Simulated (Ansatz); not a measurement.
# GeH4N (charge -1): rotation by 120° about the N1–Ge2 bond

Program: Ansatz 0.2.0. Level of theory: RKS PBE-D4/def2-mTZVP. These are calculated values, not measurements.

## (1) Starting point

Bond lengths: N1–Ge2 1.720 Å, N1–H3 1.019 Å, Ge2–H4 1.539 Å, Ge2–H5 1.603 Å, Ge2–H6 1.603 Å. Angles: N1–Ge2–H4 109.6°, N1–Ge2–H5 122.8°, N1–Ge2–H6 122.8°, H4–Ge2–H5 100.4°, H4–Ge2–H6 100.6°, H5–Ge2–H6 96.6°, Ge2–N1–H3 114.0°.

Structure file:

```xyz
6

N     0.4280   -1.3064    0.4850
Ge   -0.1738    0.1679   -0.1652
H     1.1940   -1.1854    1.1463
H    -1.3190   -0.1322   -1.1490
H     0.7229    1.1526   -1.0571
H    -0.8521    1.3035    0.7399
```

## (2) End point A

File input.yaml:

```yaml
crystal:
  periodic: [false, false, false]
  atoms:
    - { symbol: "N", position_ang: [0.428, -1.30642, 0.48503] }
    - { symbol: Ge, position_ang: [-0.17378, 0.16794, -0.16521] }
    - { symbol: H, position_ang: [1.194, -1.18538, 1.14635] }
    - { symbol: H, position_ang: [-1.31903, -0.13223, -1.14901] }
    - { symbol: H, position_ang: [0.72294, 1.1526, -1.05708] }
    - { symbol: H, position_ang: [-0.85214, 1.30349, 0.73992] }
total_charge: -1
basis:
  gaussian: { orbitals: def2-mTZVP }
hamiltonian:
  xc: pbe
  dispersion: d4
relax:
  f_tol: 0.015
  max_steps: 40
output:
  orbitals: {}
```

Run with:

```
$ ansatz run input.yaml --threads 1 --pin off --max-ram 2048MiB --backend cpu --events-out ev --progress --plain --runs-dir out
```

Q: Estimate wall time and peak memory on 1 thread of Arm Neoverse V1, shared host.

About 9.1 s, with a peak of 0.11 GiB.
